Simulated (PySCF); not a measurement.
# RuO₂(OH)₂: singlet, from a tetrahedral start

The task is one start of a wider search on RuO₂(OH)₂: the singlet, from a tetrahedral start. It is relaxed, tested by its Hessian and followed downhill if it is a saddle.

Computed with PySCF 2.14.0. Level: B3LYP, basis Ru def2-SVP with ECP28, O def2-SVP, H def2-SVP, scalar-relativistic core potentials, no spin–orbit coupling, density fitting.

## 1. Where the work starts

7 atoms, charge 0, spin multiplicity 1.

Bond lengths: Ru1–O2 1.710 Å, Ru1–O3 1.710 Å, Ru1–O4 1.880 Å, Ru1–O5 1.880 Å, O4–H6 0.960 Å, O5–H7 0.960 Å. Angles: O2–Ru1–O3 109.5°, O2–Ru1–O4 109.5°, O2–Ru1–O5 109.5°, O3–Ru1–O4 109.5°, O3–Ru1–O5 109.5°, O4–Ru1–O5 109.5°, Ru1–O4–H6 130.0°, Ru1–O5–H7 130.0°.

```xyz
7
charge 0 multiplicity 1
Ru    0.0000    0.0000    0.0000
O     1.3963    0.0000    0.9872
O    -1.3963    0.0000    0.9872
O     0.0000    1.5351   -1.0853
O     0.0000   -1.5351   -1.0853
H     0.7354    2.0390   -1.4415
H    -0.7354   -2.0390   -1.4415
```

## 2. Finding the electronic state

The steps below are one call of a driver around PySCF. For each, scf.py gives the equivalent set-up of the SCF; relaxations use the driver's own optimiser. After this first run the driver tries any further starts and a stability analysis.

Input file scf.py:

```python
from pyscf import gto, scf, dft
mol = gto.M(atom='''
Ru     0.000000     0.000000     0.000000
O      1.396300     0.000000     0.987200
O     -1.396300     0.000000     0.987200
O      0.000000     1.535100    -1.085300
O     -0.000000    -1.535100    -1.085300
H      0.735400     2.039000    -1.441500
H     -0.735400    -2.039000    -1.441500''',
    basis={'Ru': 'def2-SVP', 'O': 'def2-SVP', 'H': 'def2-SVP'},
    ecp={'Ru': 'def2-SVP'},
    charge=0, spin=0)
mf = dft.RKS(mol, xc='B3LYP')
mf.grids.atom_grid = (50, 194)
aux = {'Ru': 'def2-universal-JKFIT', 'O': 'def2-universal-JKFIT', 'H': 'def2-universal-JKFIT'}
mf = mf.density_fit(auxbasis=aux)
mf.conv_tol = 1e-08
mf.diis_space = 10
mf.max_cycle = 60
mf.init_guess = 'minao'
mf.verbose = 4
mf.kernel()
```

Started as:

```sh
OMP_NUM_THREADS=2 python axn.py task.json out
```

Output:

```text
init E= -387.480238747544
  HOMO = -0.546054702254569  LUMO = -0.541517947580216  gap/eV = 0.12345
cycle= 1 E= -396.305413401584  delta_E= -8.83  |g|= 1.46  |ddm|= 3.69
  HOMO = -0.117228969627405  LUMO = -0.0838788248193603  gap/eV = 0.90750
cycle= 2 E= -392.566250650892  delta_E= 3.74  |g|= 4.19  |ddm|= 3.88
  HOMO = -0.134753319483302  LUMO = -0.0851143651447543  gap/eV = 1.35074
cycle= 3 E= -396.256283317265  delta_E= -3.69  |g|= 1.42  |ddm|= 3.76
  HOMO = -0.193308374887287  LUMO = -0.156610987266873  gap/eV = 0.99859
cycle= 4 E= -396.666081919268  delta_E= -0.41  |g|= 0.368  |ddm|= 1.34
  HOMO = -0.256153160300414  LUMO = -0.205241217262859  gap/eV = 1.38538
cycle= 5 E= -396.659462484834  delta_E= 0.00662  |g|= 0.395  |ddm|= 0.632
  HOMO = -0.225540486735806  LUMO = -0.173068847094594  gap/eV = 1.42783
cycle= 6 E= -396.695745234321  delta_E= -0.0363  |g|= 0.0426  |ddm|= 0.405
  HOMO = -0.227296637437082  LUMO = -0.173283031489319  gap/eV = 1.46979
cycle= 7 E= -396.696327843185  delta_E= -0.000583  |g|= 0.0182  |ddm|= 0.0792
  HOMO = -0.227629215041283  LUMO = -0.173231402531993  gap/eV = 1.48024
cycle= 8 E= -396.696511597302  delta_E= -0.000184  |g|= 0.0136  |ddm|= 0.0628
  HOMO = -0.22828636269309  LUMO = -0.173144297079187  gap/eV = 1.50049
cycle= 9 E= -396.696814924913  delta_E= -0.000303  |g|= 0.0118  |ddm|= 0.142
  HOMO = -0.229499246965386  LUMO = -0.173219298304573  gap/eV = 1.53146
cycle= 10 E= -396.697113224856  delta_E= -0.000298  |g|= 0.00496  |ddm|= 0.197
  HOMO = -0.229492603872671  LUMO = -0.173858980612497  gap/eV = 1.51387
cycle= 11 E= -396.697190034708  delta_E= -7.68e-05  |g|= 0.00322  |ddm|= 0.102
  HOMO = -0.230083096628331  LUMO = -0.173858716642346  gap/eV = 1.52994
cycle= 12 E= -396.697216514507  delta_E= -2.65e-05  |g|= 0.00117  |ddm|= 0.108
  HOMO = -0.229821331990351  LUMO = -0.174072447540393  gap/eV = 1.51700
cycle= 13 E= -396.697216929866  delta_E= -4.15e-07  |g|= 0.000454  |ddm|= 0.00459
  HOMO = -0.229697185979497  LUMO = -0.174143301627733  gap/eV = 1.51170
cycle= 14 E= -396.697216952279  delta_E= -2.24e-08  |g|= 0.00024  |ddm|= 0.00534
  HOMO = -0.229756163746679  LUMO = -0.174119258422206  gap/eV = 1.51396
cycle= 15 E= -396.697216993513  delta_E= -4.12e-08  |g|= 2.68e-05  |ddm|= 0.00405
  HOMO = -0.2297505501671  LUMO = -0.174119196249606  gap/eV = 1.51381
cycle= 16 E= -396.697216994605  delta_E= -1.09e-09  |g|= 1.65e-05  |ddm|= 0.000702
  HOMO = -0.229753377835046  LUMO = -0.17411544621098  gap/eV = 1.51399
Extra cycle  E= -396.697216994546  delta_E= 5.89e-11  |g|= 2.83e-05  |ddm|= 4.11e-05
converged SCF energy = -396.697216994546
```

This step, with its further starts and checks, needed 35 s of wall time on 2 threads, shared host.

The starts that the driver tried:

| start | energy (Eh) |
| --- | --- |
| the minimal-basis guess | -396.697217 |
| a thermally smeared density | -396.687003 |
| a smeared PBE density | -396.697217 |

The test of internal stability and the other starts found no lower closed-shell solution.

## 3. Relaxation: tetrahedral start, singlet

The program finds C2 symmetry in the start, which this walk keeps. The walk stops when the largest gradient is under 0.0003 Eh/bohr and the energy has settled too.

Edit scf.py of step 2 so:

```diff
@@ -3,7 +3,7 @@
-Ru     0.000000     0.000000     0.000000
-O      1.396300     0.000000     0.987200
-O     -1.396300     0.000000     0.987200
-O      0.000000     1.535100    -1.085300
-O     -0.000000    -1.535100    -1.085300
-H      0.735400     2.039000    -1.441500
-H     -0.735400    -2.039000    -1.441500''',
+Ru     0.000000     0.000000     0.035996
+O      1.396300    -0.000000     1.023196
+O     -1.396300     0.000000     1.023196
+O      0.000000     1.535100    -1.049304
+O     -0.000000    -1.535100    -1.049304
+H      0.735400     2.039000    -1.405504
+H     -0.735400    -2.039000    -1.405504''',
@@ -20 +19,0 @@
-mf.init_guess = 'minao'
```

The optimiser's trace:

```csv
step,energy (Eh),change (kJ/mol),largest symmetric gradient (Eh/bohr)
0,-396.697217,0.00,0.02005
1,-396.710825,-35.73,0.02667
2,-396.719264,-57.88,0.03634
3,-396.727358,-79.14,0.02123
4,-396.732433,-92.46,0.02148
5,-396.735985,-101.78,0.02078
6,-396.740988,-114.92,0.01361
7,-396.746068,-128.26,0.01676
8,-396.750866,-140.85,0.01433
9,-396.751024,-141.27,0.02788
10,-396.753930,-148.90,0.01307
11,-396.754534,-150.49,0.00330
12,-396.755153,-152.11,0.00355
13,-396.755645,-153.40,0.00386
14,-396.756242,-154.97,0.00648
15,-396.756840,-156.54,0.00473
16,-396.757081,-157.17,0.00276
17,-396.757189,-157.46,0.00325
18,-396.757221,-157.54,0.00348
19,-396.757257,-157.64,0.00188
20,-396.757273,-157.68,0.00023
21,-396.757275,-157.68,0.00019
```

The walk took 1.8 min.

It settles in C2v symmetry, 157.7 kJ/mol below the start, after 21 steps: O–H 0.976 Å (×2), Ru–O 1.668 Å (×2), Ru–O 1.876 Å (×2); H–O–Ru 112.9° (×2), O–Ru–O 90.8°, O–Ru–O 108.4° (×4), O–Ru–O 126.6°.

## 4. Frequencies

The point is checked on the finer grid, and tightened if its gradient asks for it. The Hessian and the dipole derivatives come from central differences of analytic gradients, with steps of 0.02 bohr.

Edit scf.py of step 3 so:

```diff
@@ -3,7 +3,7 @@
-Ru     0.000000     0.000000     0.035996
-O      1.396300    -0.000000     1.023196
-O     -1.396300     0.000000     1.023196
-O      0.000000     1.535100    -1.049304
-O     -0.000000    -1.535100    -1.049304
-H      0.735400     2.039000    -1.405504
-H     -0.735400    -2.039000    -1.405504''',
+Ru     0.000000     0.000000     0.135098
+O      1.489546    -0.054679     0.884234
+O     -1.489546     0.054679     0.884234
+O      0.048987     1.334503    -1.182384
+O     -0.048987    -1.334503    -1.182384
+H      0.035767     0.974354    -2.088752
+H     -0.035767    -0.974354    -2.088752''',
@@ -14 +14 @@
-mf.grids.atom_grid = (50, 194)
+mf.grids.atom_grid = (75, 302)
@@ -17 +17 @@
-mf.conv_tol = 1e-08
+mf.conv_tol = 1e-10
```

This SCF starts from the last density.

Log of the central SCF (cycles and frontier levels):

```text
init E= -396.757343595382
  HOMO = -0.293237677913012  LUMO = -0.160303313593179  gap/eV = 3.61733
cycle= 1 E= -396.757343590496  delta_E= 4.89e-09  |g|= 0.00016  |ddm|= 0.000123
  HOMO = -0.293239878260415  LUMO = -0.160306668621963  gap/eV = 3.61730
cycle= 2 E= -396.757343477959  delta_E= 1.13e-07  |g|= 0.000768  |ddm|= 0.000585
  HOMO = -0.293239058526449  LUMO = -0.160305174527128  gap/eV = 3.61732
cycle= 3 E= -396.757343595492  delta_E= -1.18e-07  |g|= 2.37e-05  |ddm|= 0.000485
  HOMO = -0.293238432678582  LUMO = -0.16030432895781  gap/eV = 3.61732
cycle= 4 E= -396.757343595609  delta_E= -1.18e-10  |g|= 1.89e-06  |ddm|= 1.8e-05
  HOMO = -0.293238370777921  LUMO = -0.160304286806859  gap/eV = 3.61732
cycle= 5 E= -396.757343595608  delta_E= 1.14e-12  |g|= 5.14e-07  |ddm|= 1.45e-06
  HOMO = -0.293238393466506  LUMO = -0.160304275064419  gap/eV = 3.61732
Extra cycle  E= -396.757343595612  delta_E= -3.41e-12  |g|= 1.93e-06  |ddm|= 1.39e-06
converged SCF energy = -396.757343595612
```

The whole step took 2.4 min.

Geometry: C2v; O–H 0.975 Å (×2), Ru–O 1.668 Å (×2), Ru–O 1.876 Å (×2); H–O–Ru 112.9° (×2), O–Ru–O 90.8°, O–Ru–O 108.4° (×4), O–Ru–O 126.6°.

Modes, for the most abundant isotopes:

```csv
symmetry,ω (cm⁻¹),IR (km/mol),μ (u)
a2,196,0.0,3.09
b1,238,4.5,16.80
a1,259,0.2,8.24
b2,272,0.8,11.64
a1,346,16.3,9.22
a2,380,0.0,1.39
b2,559,211,1.12
b1,677,25.3,7.12
a1,691,45.3,14.58
b1,929,136,1.15
b2,988,180,18.66
a1,998,76.3,13.34
a1,1128,66.9,1.12
a1,3669,42.3,1.07
b1,3694,3.5,1.07
```

No imaginary mode, so this is a minimum.

Properties at this point:

```
Dipole moment                                                   : 2.76 D
Highest occupied level                                          : -7.98 eV
Lowest empty level                                              : -4.36 eV
Rotational constants                                            : 0.1296, 0.121, 0.1113 cm⁻¹
Zero-point energy                                               : 89.9 kJ/mol
Principal polarisabilities                                      : 37.2, 45.4, 50.8 bohr³
Atomisation energy without zero-point energy                    : 2460 kJ/mol
Principal traceless quadrupole moments about the centre of mass : -6.80, -5.44, 12.24 D Å
Entropy at 298.15 K and 1 bar                                   : 323.2 J/(mol K)
Heat capacity Cp at 298.15 K                                    : 94.0 J/(mol K)
Enthalpy at 298.15 K above 0 K                                  : 18.49 kJ/mol
Rotational symmetry number                                      : 2
```

Populations by atom (charges in e):

| atom | Mulliken | Löwdin | polar tensor | Mayer order to Ru1 |
| --- | --- | --- | --- | --- |
| Ru1 | 1.00 | 0.15 | 1.71 | – |
| O2,3 | -0.35 | -0.07 | -0.58 | 1.85 |
| O4,5 | -0.33 | -0.09 | -0.50 | 1.07 |
| H6,7 | 0.18 | 0.08 | 0.23 | 0.04 |

Mulliken populations on Ru1 (outside its core potential): s 2.27, p 6.62, d 6.06, f 0.05.

## 5. Stability of the closed shell

At the lowest minimum the closed shell is tested against spin polarisation, on the (50, 194) grid. It is stable.

## 6. Fields at the lowest minimum

The plane holds Ru1 at (0.00, 0.00), O2 at (1.67, 0.00), O3 at (-1.00, 1.34) Å. Columns run from x = -2.85 to 4.05 Å, rows from y = 3.75 (top) to -1.95 Å, in steps of 0.3 Å. Electrons inside core potentials are absent.

Density (cut at 5 e/Å³):

Ten steps from '0' (0.000 e/Å³) to '9' (5.000 e/Å³), finer at the low end (step k begins (100^(k/10) - 1)/99 of the way up):
```
000000000000000000000000
000000000000000000000000
000000000000000000000000
000000000000000000000000
000011221000000000000000
000123443210000000000000
001246775321000000000000
001369997521100000000000
001479998532111110000000
001369998654333332100000
001257887887545654210000
000134579999768986310000
000123479779889997420000
000012489779889997420000
000012469999668986310000
000012357886445654210000
000012334543333332100000
000011233332111110000000
000011222211100000000000
000001221110000000000000
```

ELF (0 where the density is under 0.005 e/Å³):

Ten even steps from '0' (0.00) to '9' (1.00):
```
000000000000000000000000
000000000000000000000000
000000000000000000000000
000011222100000000000000
000134554310000000000000
001357776530000000000000
013578888641000000000000
014788578731000111000000
025786918621012443200000
025788367222125665420000
014688863476237887531000
002455326898358888741000
000121158008465458742000
000000168007465458742000
000000148887258888741000
000000125663137887531000
000000012221025665310000
000000001110013443100000
000000000000000110000000
000000000000000000000000
```

Highest occupied orbital at -7.98 eV (sign arbitrary; one member if degenerate):

Ten even steps from '0' (-0.65 Å^-3/2) to '9' (1.08 Å^-3/2):
```
333333333333333333333333
333333333333333333333333
333333333333333333333333
333333333333333333333333
333333333333333333333333
333444333333333333333333
334444333333333333333333
334455422333333333333333
334457501333333333333333
334455412344433333333333
334444433566432233333333
333444334798531133333333
333344444467421044433333
333334456544333665443333
333334457864334565443333
333334456654444444443333
333333444544444444433333
333333334444444444333333
333333333333333333333333
333333333333333333333333
```

Values on the line from Ru1 (at 0) through O2 (at 1.668 Å):

| distance (Å) | density (e/Å³) | ELF | electrostatic potential (V) |
| --- | --- | --- | --- |
| 0.75 | 2.52 | 0.429 | 45 |
| 0.92 | 1.91 | 0.431 | 28.5 |
| 1.08 | 2.59 | 0.736 | 30.6 |
| 1.25 | 4.44 | 0.732 | 61.6 |
| 1.42 | 7.78 | 0.155 | 177 |
| 1.58 | 179 | 0.99 | 922 |
| 1.84 | 21.5 | 0.235 | 344 |
| 2.00 | 5.82 | 0.586 | 95.7 |
| 2.17 | 2.88 | 0.879 | 31.9 |
| 2.34 | 1.29 | 0.884 | 10.7 |
| 2.50 | 0.536 | 0.821 | 3.18 |
| 2.67 | 0.219 | 0.68 | 0.469 |

Making the fields needed 1.9 s of wall time on 2 threads, shared host.

## 7. Results

| quantity | value |
| --- | --- |
| minimum | singlet, C2v |
| geometry | O–H 0.975 Å (×2), Ru–O 1.668 Å (×2), Ru–O 1.876 Å (×2); H–O–Ru 112.9° (×2), O–Ru–O 90.8°, O–Ru–O 108.4° (×4), O–Ru–O 126.6° |
| wavenumbers (cm⁻¹) | 196 (a2), 238 (b1), 259 (a1), 272 (b2), 346 (a1), 380 (a2), 559 (b2), 677 (b1), 691 (a1), 929 (b1), 988 (b2), 998 (a1), 1128 (a1), 3669 (a1), 3694 (b1) |
| dipole moment | 2.76 D |
| highest occupied, lowest empty level | -7.98, -4.36 eV |
| polar-tensor charge of Ru1 | +1.71 e |
| zero-point energy | 89.9 kJ/mol |
| entropy at 298.15 K | 323.2 J/(mol K) |
| atomisation energy (no zero-point energy) | 2460 kJ/mol |

**Reading.** From C2 at the start the molecule goes to a C2v minimum. The strongest infrared band lies at 559 cm⁻¹ (b2). Other starts or spin states, not run here, may lie lower.

The search up to here took 5 min.
